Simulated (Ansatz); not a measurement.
# BClH2O2: a dynamics run in two tries

Aim: a short trajectory for this system. SMILES of the start: OB(O)Cl.

Program: Ansatz 0.2.0. Level of theory: RKS PBE-D4/def2-SVP. These are calculated values, not measurements.

## 1. The system as given

Bond lengths: B1–O2 1.385 Å, O2–H3 0.972 Å, B1–Cl4 1.804 Å, B1–O5 1.367 Å, O5–H6 0.949 Å. Angles: B1–O2–H3 117.2°, O2–B1–Cl4 118.3°, O2–B1–O5 127.3°, Cl4–B1–O5 114.4°, B1–O5–H6 116.6°.

Coordinates:

```xyz
6

B     0.0016   -0.1131   -0.0073
O    -0.0163   -0.0819    1.3775
H    -0.8754   -0.2133    1.8133
Cl    1.5660    0.1975   -0.8493
O    -1.0510   -0.3628   -0.8438
H    -1.8845   -0.5567   -0.4325
```

## 2. The run

Input file input.yaml:

```yaml
crystal:
  periodic: [false, false, false]
  atoms:
    - { symbol: B, position_ang: [0.001599, -0.113102, -0.007341] }
    - { symbol: O, position_ang: [-0.016301, -0.081885, 1.3775] }
    - { symbol: H, position_ang: [-0.875397, -0.213254, 1.813336] }
    - { symbol: Cl, position_ang: [1.566002, 0.197498, -0.849327] }
    - { symbol: O, position_ang: [-1.051031, -0.362812, -0.843802] }
    - { symbol: H, position_ang: [-1.884475, -0.55669, -0.432506] }
basis:
  gaussian: { orbitals: def2-SVP }
hamiltonian:
  xc: pbe
  dispersion: d4
md:
  timestep: -0.5
  n_steps: 25
  ensemble: nve
  temperature: 500.0
  initial_velocities: maxwell_boltzmann
  seed: 239824
  masses: [{ species: H, mass: 3.016 }]
```

Command:

```sh
$ ansatz run input.yaml --threads 1 --pin off --max-ram 2048MiB --backend cpu --events-out ev --progress --plain --runs-dir out
```

What does the calculation give? Wanted: first try.

The runs gave:

| quantity | value |
| --- | --- |
| first try | refused |
| cause | the time step is negative |

What this shows: The fault in the first input was caught at the input check and cost nothing.
